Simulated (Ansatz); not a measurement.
# CH8B2Si: the cost of one run

Program: Ansatz 0.2.0. Level of theory: RKS B3LYP/6-31G*. These are calculated values, not measurements.

### 1 Starting point

Bond lengths: B1–Si2 1.871 Å, Si2–B3 1.934 Å, Si2–C4 1.880 Å, B1–H5 1.231 Å, B1–H6 1.223 Å, Si2–H7 1.499 Å, B3–H8 1.212 Å, B3–H9 1.219 Å, C4–H10 1.166 Å, C4–H11 1.067 Å, C4–H12 1.073 Å. Angles (14 of 18 angles, heavy atoms first): B1–Si2–B3 108.5°, B1–Si2–C4 111.2°, B3–Si2–C4 110.4°, B1–Si2–H7 109.9°, B3–Si2–H7 110.2°, C4–Si2–H7 106.7°, Si2–B1–H5 122.0°, Si2–B1–H6 123.1°, Si2–B3–H8 115.1°, Si2–B3–H9 118.0°, Si2–C4–H10 104.5°, Si2–C4–H11 109.0°, Si2–C4–H12 110.0°, H5–B1–H6 114.9°.

Structure file:

```xyz
12

B    -1.1378    1.4484   -0.0451
Si    0.2952    0.2737    0.2168
B    -0.2003   -1.0050    1.5812
C     0.7468   -0.6137   -1.3780
H    -1.7001    1.5579   -1.1345
H    -1.5787    2.1718    0.8370
H     1.5108    1.0397    0.6431
H     0.5482   -1.9510    1.6952
H    -0.6603   -0.5784    2.6265
H    -0.2184   -1.1980   -1.6706
H     0.9301    0.1111   -2.1398
H     1.5415   -1.3117   -1.1979
```

### 2 Preparing the start

input.yaml reads:

```yaml
crystal:
  periodic: [false, false, false]
  atoms:
    - { symbol: B, position_ang: [-1.1378, 1.4484, -0.0451] }
    - { symbol: Si, position_ang: [0.2952, 0.2737, 0.2168] }
    - { symbol: B, position_ang: [-0.2003, -1.005, 1.5812] }
    - { symbol: C, position_ang: [0.7468, -0.6137, -1.378] }
    - { symbol: H, position_ang: [-1.7001, 1.5579, -1.1345] }
    - { symbol: H, position_ang: [-1.5787, 2.1718, 0.837] }
    - { symbol: H, position_ang: [1.5108, 1.0397, 0.6431] }
    - { symbol: H, position_ang: [0.5482, -1.951, 1.6952] }
    - { symbol: H, position_ang: [-0.6603, -0.5784, 2.6265] }
    - { symbol: H, position_ang: [-0.2184, -1.198, -1.6706] }
    - { symbol: H, position_ang: [0.9301, 0.1111, -2.1398] }
    - { symbol: H, position_ang: [1.5415, -1.3117, -1.1979] }
basis:
  gaussian: { orbitals: "6-31G*" }
hamiltonian:
  xc: b3lyp
relax:
  f_tol: 0.02
  max_steps: 40
scf:
  lower_state_search: "off"
output:
  orbitals: {}
```

The run is started by

```
$ ansatz run input.yaml --threads 1 --pin off --max-ram 2048MiB --backend cpu --events-out ev --progress --plain --runs-dir out
```

**Question.** How long does this run take on 1 thread of Intel Xeon 6975P-C (Granite Rapids), shared host, and how much memory does it need?

About 49 s, with a peak of 0.17 GiB.
